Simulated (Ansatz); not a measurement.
**SrCo2P2: properties at the relaxed cell**

The task here is to estimate one member of a computed series from the others.

Program: Ansatz 0.2.0. Level of theory: DFT PBEsol, scalar-relativistic, plane waves, PAW. These are calculated values, not measurements.

2 further runs of the same task are left out: 2 set aside as unsound or not needed.

**The system as given**

Symmetry: I4/mmm, No. 139, tetragonal system. Conventional cell: a = 3.723 Å, b = 3.723 Å, c = 11.450 Å, α = 90.00°, β = 90.00°, γ = 90.00°. Sr (site symmetry 4/mmm) is surrounded by 8 P at 3.14 Å and 8 Co at 3.41 Å. Co (site symmetry -4m2) is surrounded by 4 P at 2.19 Å. Around P (site symmetry 4mm) lie 4 Co at 2.19 Å and 4 Sr at 3.14 Å.

Coordinates:

```xyz
5
Lattice="-1.8616 1.8616 5.7249 1.8616 -1.8616 5.7249 1.8616 1.8616 -5.7249" Properties=species:S:1:pos:R:3 pbc="T T T"
Sr    0.0000    0.0000    0.0000
Co    0.0000    1.8616    2.8624
Co    1.8616    0.0000    2.8624
P     0.0000    0.0000    4.0113
P     0.0000    0.0000    7.4384
```

It is the result of an earlier relaxation at this level (volume 15.87 Å³/atom; gap on the mesh: none (metal), site moments up to 0.3 μB).

The first run:

The input, input.yaml:

```yaml
crystal:
  lattice:
    - [-1.861574443, 1.861574443, 5.7248630844]
    - [1.861574443, -1.861574443, 5.7248630844]
    - [1.861574443, 1.861574443, -5.7248630844]
  atoms:
    - { symbol: Sr, position: [0.0, 0.0, 0.0] }
    - { symbol: Co, position: [0.75, 0.25, 0.5], spin: 0.35 }
    - { symbol: Co, position: [0.25, 0.75, 0.5], spin: 0.35 }
    - { symbol: P, position: [0.3503391677, 0.3503391677, 0.0] }
    - { symbol: P, position: [0.6496608323, 0.6496608323, 0.0] }
basis:
  ecutwfc: 420
kpoints:
  mp_grid: { grid: [14, 14, 14] }
  band_path:
    path:
      - [[0.0, 0.0, 0.0], [0.0, 0.0, 0.5], [0.25, 0.25, 0.25], [0.0, 0.5, 0.0], [0.0, 0.0, 0.0], [0.5, 0.5, -0.5], [0.27643447, 0.72356553, -0.27643447]]
      - [[-0.27643447, 0.27643447, 0.27643447], [0.0, 0.0, 0.0]]
      - [[0.0, 0.0, 0.5], [-0.05286894, 0.05286894, 0.5]]
      - [[0.5, 0.5, -0.05286894], [0.5, 0.5, -0.5]]
    npoints: 14
hamiltonian:
  xc: pbesol
scf:
  occupations: { method: gaussian, width: 0.1 }
  n_extra_bands: 12
output:
  forces: true
  stress: true
  eigenvalues: true
  populations: true
  dos: { projected: true, de: 0.02, nscf_kmesh: { grid: [21, 21, 21] } }
  bader: true
  write_density: true
  write_potential: true
  elf: true
  volumetric_format: npy
magnetization:
  spin_polarized: true
checkpoint:
  read: start.run
  write: ck
  compress: false
  write_wavefunctions: false
  write_every: 100000
```

Run with:

```
> ansatz run input.yaml --threads 2 --pin off --max-ram 5120MiB --backend cpu --events-out ev --progress --plain --runs-dir out
```

Steps of the session up to this table: Static run: bands, density of states and charges; The cell scaled to 0.97 of its volume; Volume × 1.03; Point at V/V0 = 0.94; Point at V/V0 = 1.06.

One table of the session follows, with a row left open; its other results are not shown here.

It belongs to the step «Energy against volume». 

| volume (Å³/atom) | energy above the lowest point (meV/atom) | pressure (GPa) | largest moment (μB) |
| --- | --- | --- | --- |
| 14.919 | 17.6 | 6.13 | 0.19 |
| 15.395 | ? | ? | ? |
| 15.871 | 0.0 | -0.03 | 0.32 |
| 16.348 | 3.9 | -2.55 | 0.35 |
| 16.824 | 14.7 | -4.71 | 0.38 |

Estimate the missing values for volume (Å³/atom) = 15.395.

Worked estimate for «energy above the lowest point (meV/atom)». A straight line through the neighbours (14.919, 17.6) and (15.871, 0.0) gives 17.6 + (0.0 − 17.6) × (15.395 − 14.919) / (15.871 − 14.919) = 8.8; a parabola fitted to 3 rows on both sides gives 4.6.

As computed: energy above the lowest point (meV/atom): 4.2; pressure (GPa): 2.86; largest moment (μB): 0.27. In «energy above the lowest point (meV/atom)» the line misses by +4.6 and the parabola by +0.4.

To keep in mind: The projections leave out shells that the potentials don't hold, such as empty d states. Warnings in the runs' records: stability check not made.
